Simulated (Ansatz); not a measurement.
# Mo2F3: the cost of one run

Computed with Ansatz 0.2.0 (DFT PBE, scalar-relativistic, plane waves, PAW, unless a step's input says otherwise).

1 further run of the same task is left out (it didn't finish).

### 1 The starting structure

Symmetry: P6/mmm, No. 191, hexagonal system. The conventional cell has a = 4.447 Å, b = 4.447 Å, c = 4.072 Å, α = 90.00°, β = 90.00°, γ = 120.00°. Mo (site symmetry -6m2) has 5 F at 2.04 to 2.57 Å and 3 Mo at 2.57 Å as nearest neighbours. Around F (site symmetry 6/mmm) lie 6 Mo at 2.57 Å. Around F (site symmetry -6m2) lie 2 Mo at 2.04 Å.

Structure file:

```cif
data_structure
_symmetry_space_group_name_H-M 'P6/mmm'
_symmetry_Int_Tables_number 191
_cell_length_a 4.4472
_cell_length_b 4.4472
_cell_length_c 4.0723
_cell_angle_alpha 90.000
_cell_angle_beta 90.000
_cell_angle_gamma 120.000
_cell_volume 69.75
loop_
_atom_site_label
_atom_site_type_symbol
_atom_site_symmetry_multiplicity
_atom_site_Wyckoff_symbol
_atom_site_fract_x
_atom_site_fract_y
_atom_site_fract_z
_atom_site_occupancy
Mo1 Mo 2 c 0.33333 0.66667 0.00000 1
F1 F 1 a 0.00000 0.00000 0.00000 1
F2 F 2 d 0.33333 0.66667 0.50000 1
```

It is the end of an earlier relaxation with the same method, from a generated guess; it is a trial structure. At a tolerance of 0.05 Å it has space group P6/mmm (No. 191); it has 13.95 Å³/atom, an uncorrected energy of -1.16 eV/atom over the elements.

### 2 Electronic structure at the relaxed geometry

Input file input.yaml:

```yaml
crystal:
  lattice:
    - [4.4471647585, 0.0, 0.0]
    - [-2.2235823792, 3.8513576556, 0.0]
    - [0.0, 0.0, 4.0723196808]
  atoms:
    - { symbol: Mo, position: [0.3333333333, 0.6666666667, 0.0] }
    - { symbol: Mo, position: [0.6666666667, 0.3333333333, 0.0] }
    - { symbol: F, position: [0.0, 0.0, 0.0] }
    - { symbol: F, position: [0.3333333333, 0.6666666667, 0.5] }
    - { symbol: F, position: [0.6666666667, 0.3333333333, 0.5] }
basis:
  ecutwfc: 420
kpoints:
  mp_grid: { grid: [12, 12, 10] }
  band_path:
    path:
      - [[0.0, 0.0, 0.0], [0.5, 0.0, 0.0], [0.33333333, 0.33333333, 0.0], [0.0, 0.0, 0.0], [0.0, 0.0, 0.5], [0.5, 0.0, 0.5], [0.33333333, 0.33333333, 0.5], [0.0, 0.0, 0.5]]
      - [[0.5, 0.0, 0.5], [0.5, 0.0, 0.0]]
      - [[0.33333333, 0.33333333, 0.5], [0.33333333, 0.33333333, 0.0]]
    npoints: 14
hamiltonian:
  xc: pbe
scf:
  occupations: { method: gaussian, width: 0.1 }
  n_extra_bands: 12
output:
  forces: true
  stress: true
  eigenvalues: true
  populations: true
  dos: { projected: true, de: 0.02, nscf_kmesh: { grid: [15, 15, 12] } }
  bader: true
  write_density: true
  write_potential: true
  elf: true
  volumetric_format: npy
```

The run is started by

```
> ansatz run input.yaml --threads 1 --pin off --max-ram 2560MiB --backend cpu --events-out ev --progress --plain --runs-dir out
```

What time and memory should one allow on 1 thread of Intel Xeon Platinum 8488C (Sapphire Rapids), shared host?

About 50 s, with a peak of 0.62 GiB.
